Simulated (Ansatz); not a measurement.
This script drives Ansatz's Python interface.

Script `ch5geo.py`:
```python
"""Minimum-energy structure of CH5GeO."""

import logging
import sys
import warnings

import ansatz as az
from ase import Atoms
import numpy as np

logging.basicConfig(stream=sys.stdout, format="[%(levelname)s] %(message)s")
logger = logging.getLogger("calc")
logger.setLevel(logging.INFO)

SETTINGS = {
    "basis": "def2-SVP",
    "xc": "cam_b3lyp",
}

warnings.simplefilter("ignore", az.DeckWarning)

atoms = Atoms(["C", "Ge", "O", "H", "H", "H", "H", "H"], positions=[
    (-0.9365, 0.7685, -0.8997),
    (0.514, 0.1205, 0.1105),
    (0.004, -1.3945, 0.9097),
    (-1.2135, 0.0762, -1.6764),
    (-1.8344, 1.0041, -0.2462),
    (0.9397, 1.1836, 1.1747),
    (1.7339, -0.1522, -0.8391),
    (0.8851, -1.6633, 1.4108),
])
system = az.Crystal.molecule_from_ase(atoms)

job = (
    system.calculation()
    .basis(gaussian=SETTINGS["basis"])
    .functional(SETTINGS["xc"])
    .spin("collinear", total=1)
)
symbols = [site.symbol for site in system.cartesian_sites]
start = np.array([site.position_ang for site in system.cartesian_sites], dtype=float)
def progress(event):
    if event["event"] == "relax_step":
        row = event["data"]
        logger.info(f"step {row['step']:3d}  E = {row['lagrangian_ev']:.6f} eV  max force {row['allowed_force_max_ev_ang']:.4f} eV/A")


report = job.relax(force_tolerance=0.01, max_steps=100).session().plan().execute(on_event=progress).report
end = np.array(report["positions_ang"])

for key in ("converged", "free_energy_ev", "reference_energy_ev", "n_frozen", "n_occupied", "n_virtual"):
    logger.info(f"{key:22s} {report[key]}")

logger.info("final positions (A) and the move of each atom")
for symbol, xyz, old in zip(symbols, end, start):
    logger.info(f"{symbol:2s} {xyz[0]:10.5f} {xyz[1]:10.5f} {xyz[2]:10.5f}   {np.linalg.norm(xyz - old):7.4f}")

charges = report["charge_distribution"]
print("dipole moment", round(4.803205 * float(np.linalg.norm(charges["dipole_moment_e_ang"])), 3), "D")
print("Mulliken:", [(s, round(q, 3)) for s, q in zip(symbols, charges["mulliken_charges_e"])])
with open("ch5geo_opt.xyz", "w") as handle:
    handle.write(f"{len(symbols)}\nrelaxed CH5GeO\n")
    handle.writelines(f"{s:2s} {x:11.6f} {y:11.6f} {z:11.6f}\n" for s, (x, y, z) in zip(symbols, end))
```

It is started by `python ch5geo.py`. Estimate its wall time and peak memory on 1 thread of Arm Neoverse V2, on a shared host.

It took about 41 s, with a peak of 0.34 GiB, for 1 run of the engine.

```console
$ python ch5geo.py
[INFO] step   1  E = -59674.164652 eV  max force 2.9664 eV/A
[INFO] step   2  E = -59674.574486 eV  max force 1.4136 eV/A
[INFO] step   3  E = -59674.673725 eV  max force 0.8300 eV/A
[INFO] step   4  E = -59674.688942 eV  max force 0.5973 eV/A
[INFO] step   5  E = -59674.703948 eV  max force 0.1973 eV/A
[INFO] step   6  E = -59674.705894 eV  max force 0.0240 eV/A
[INFO] step   7  E = -59674.705955 eV  max force 0.0069 eV/A
[INFO] converged              True
[INFO] free_energy_ev         -59674.70606975551
[INFO] reference_energy_ev    -59674.70606975551
[INFO] n_frozen               0
[INFO] n_occupied             [26, 25]
[INFO] n_virtual              [59, 60]
[INFO] final positions (A) and the move of each atom
[INFO] C    -1.05598    0.57711   -0.81226    0.2420
[INFO] Ge    0.53964    0.09576    0.12956    0.0404
[INFO] O     0.17377   -1.42313    0.99158    0.1906
[INFO] H    -1.24410    0.25223   -1.83962    0.2420
[INFO] H    -1.85518    1.15620   -0.34063    0.1802
[INFO] H     0.91917    1.18181    1.15475    0.0287
[INFO] H     1.70213   -0.14148   -0.85330    0.0364
[INFO] H     0.91285   -1.75559    1.51421    0.1414
dipole moment 1.061 D
Mulliken: [('C', -0.231), ('Ge', 0.581), ('O', -0.435), ('H', 0.07), ('H', 0.07), ('H', -0.117), ('H', -0.117), ('H', 0.18)]
```

It writes `ch5geo_opt.xyz`:
```text
8
relaxed CH5GeO
C    -1.055979    0.577107   -0.812261
Ge    0.539644    0.095757    0.129564
O     0.173771   -1.423130    0.991579
H    -1.244099    0.252231   -1.839623
H    -1.855183    1.156199   -0.340627
H     0.919168    1.181812    1.154750
H     1.702127   -0.141482   -0.853295
H     0.912849   -1.755593    1.514214
```

What to keep in mind:
- Total energies depend on the basis set; only differences at equal settings carry meaning.
- The end point is the stationary point reached from this start; no frequency run checks that it is a minimum, and the basis set is modest.
- The species is open-shell (spin multiplicity 2).

(Lines on the test bed's own set-up are left out of the output.)
